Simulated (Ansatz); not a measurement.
# H₄O₄SW: how energies converge with the basis set

How large a basis does H₄O₄SW need? Two functionals are run in growing sets.

Method: one geometry, several basis sets; program: Ansatz 0.2.0, Gaussian basis.

The runs, in order: PBE0-D4/def2-SVP; ωB97M-V/def2-SVP; PBE0-D4/def2-QZVPP; ωB97M-V/def2-QZVPP; the functionals' def2-TZVPP values are taken from earlier runs.

## (1) The geometry

All runs share one geometry, relaxed beforehand with PBE0-D4 in a triple-zeta def2 set. W takes the def2 core potential; no spin-orbit term is included.

SMILES `[OH][W]([OH])([OH])([OH])=[S]`, 10 atoms, charge 0, spin multiplicity 1.

Atoms are counted from 1 here; the program's logs count them from 0.

Bond lengths: O1–W2 1.882 Å, O1–H7 0.961 Å, W2–O3 1.920 Å, W2–O4 1.894 Å, W2–O5 1.923 Å, W2–S6 2.122 Å, O3–H8 0.962 Å, O4–H9 0.961 Å, O5–H10 0.962 Å. Angles: W2–O1–H7 125.9°, O1–W2–O3 148.4°, O1–W2–O4 90.5°, O1–W2–O5 90.8°, O1–W2–S6 103.2°, O3–W2–O4 80.3°, O3–W2–O5 79.8°, O3–W2–S6 108.3°, O4–W2–O5 143.6°, O4–W2–S6 108.8°, O5–W2–S6 106.2°, W2–O3–H8 113.8°, W2–O4–H9 118.2°, W2–O5–H10 115.0°.

Coordinates:

```xyz
10
charge 0, multiplicity 1
O    -1.2304   -0.0339   -1.4646
W    -0.1748    0.2915    0.0586
O     0.9952   -0.3978    1.4160
O    -1.4414   -0.6030    1.1461
O     1.4321    0.0465   -0.9682
S    -0.3781    2.3833    0.3532
H    -1.3826   -0.8905   -1.8716
H     1.9292   -0.3270    1.1969
H    -1.1264   -1.0500    1.9368
H     1.4604    0.5295   -1.8002
```

## (2) PBE0-D4 in def2-SVP

File in.yaml:

```yaml
crystal:
  periodic: [false, false, false]
  atoms:
    - {symbol: O, position_ang: [-1.230395, -0.033898, -1.464560]}
    - {symbol: W, position_ang: [-0.174831, 0.291550, 0.058615]}
    - {symbol: O, position_ang: [0.995209, -0.397762, 1.415969]}
    - {symbol: O, position_ang: [-1.441385, -0.602998, 1.146096]}
    - {symbol: O, position_ang: [1.432068, 0.046533, -0.968240]}
    - {symbol: S, position_ang: [-0.378115, 2.383316, 0.353186]}
    - {symbol: H, position_ang: [-1.382552, -0.890472, -1.871629]}
    - {symbol: H, position_ang: [1.929190, -0.327047, 1.196884]}
    - {symbol: H, position_ang: [-1.126422, -1.049966, 1.936807]}
    - {symbol: H, position_ang: [1.460434, 0.529544, -1.800228]}
basis:
  gaussian: {orbitals: def2-SVP}
hamiltonian: {xc: pbe0, dispersion: d4}
output: {orbitals: {seedname: orbitals}}
```

Started as:

```console
ansatz run in.yaml --threads 2 --pin off --events-out ev --progress --plain --max-ram 32768MiB --backend cpu
```

After this run come: ωB97M-V in def2-SVP; PBE0-D4 in def2-QZVPP; ωB97M-V in def2-QZVPP.

Before running them: what should the planned runs give, taken together? Wanted: PBE0-D4: double and triple zeta above quadruple; ωB97M-V: double and triple zeta above quadruple.

The runs gave:

```
                                       quantity           value
PBE0-D4: double and triple zeta above quadruple  15.52, 0.81 eV
ωB97M-V: double and triple zeta above quadruple  15.72, 0.77 eV
```

**Reading.** PBE0-D4 gains 14.71 eV from double to triple zeta, then 0.81 eV more. These are total energies; as a rule much of such shifts cancels in differences, which this series doesn't test.
